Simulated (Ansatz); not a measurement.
## CH₄AlNS, SMILES [AlH2][N]=CS: an atomisation energy, step by step

Program: the Ansatz DFT code, driven from Python.

The cells in order, each with its output:

```python
from collections import Counter
from dataclasses import dataclass

import ansatz as az
```

```python
@dataclass(frozen=True)
class Settings:
    basis: str = "def2-SVP"
    xc: str = "r2scan0"


cfg = Settings()


def energy_of(molecule, charge=0, unpaired=0):
    calc = molecule.calculation().basis(gaussian=cfg.basis).functional(cfg.xc)
    if charge:
        calc = calc.charge(charge)
    if unpaired:
        calc = calc.spin("collinear", total=unpaired)
    return calc.run().report["free_energy_ev"]
```

```python
GEOMETRY = """
Al   -0.30430    1.64900   -0.63520
N     0.43980   -0.03360   -0.52710
C     0.31050   -0.75870    0.51100
S     1.19330   -2.36060    0.55940
H    -0.19110    2.54790   -2.00000
H    -1.18040    2.29400    0.58630
H    -0.17960   -0.41500    1.40110
H     0.00400   -2.98010    0.04870
"""
```

```python
system = az.Crystal.molecule()
for line in GEOMETRY.strip().splitlines():
    symbol, *xyz = line.split()
    system = system.atom(symbol, [float(v) for v in xyz])
```

```python
# Hund ground states
unpaired = {"Al": 1, "N": 3, "C": 2, "S": 2, "H": 1}
counts = Counter(site.symbol for site in system.cartesian_sites)
atom_energy = {s: energy_of(az.Crystal.molecule().atom(s, (0, 0, 0)), 0, unpaired[s]) for s in counts}
whole = energy_of(system, 0, 0)
for s, e in atom_energy.items():
    print(f"{s:2s} x{counts[s]}  {e:14.5f} eV")
print(f"CH4AlNS: {whole:.5f} eV")
split = sum(counts[s] * e for s, e in atom_energy.items()) - whole
print(f"atomisation energy (no zero-point term): {23.060548 * split:.1f} kcal/mol, {split / sum(counts.values()):.3f} eV an atom")
```

    Al x1     -6591.80477 eV
    N  x1     -1483.45547 eV
    C  x1     -1028.27257 eV
    S  x1    -10828.75522 eV
    H  x4       -13.58464 eV
    CH4AlNS: -20012.23179 eV
    atomisation energy (no zero-point term): 590.5 kcal/mol, 3.201 eV an atom

590.5 kcal/mol from the electronic energies, without the zero-point term.

These settings explore the input space; basis and method may be short of convergence. The geometry is a force-field or estimated start, not a minimum of this method, and the basis set is short of its limit. All parts are taken at fixed geometry, without zero-point energy. Run time: 7.8 s on 1 thread of Arm Neoverse V1, with other jobs on the host, peak memory 0.23 GiB.
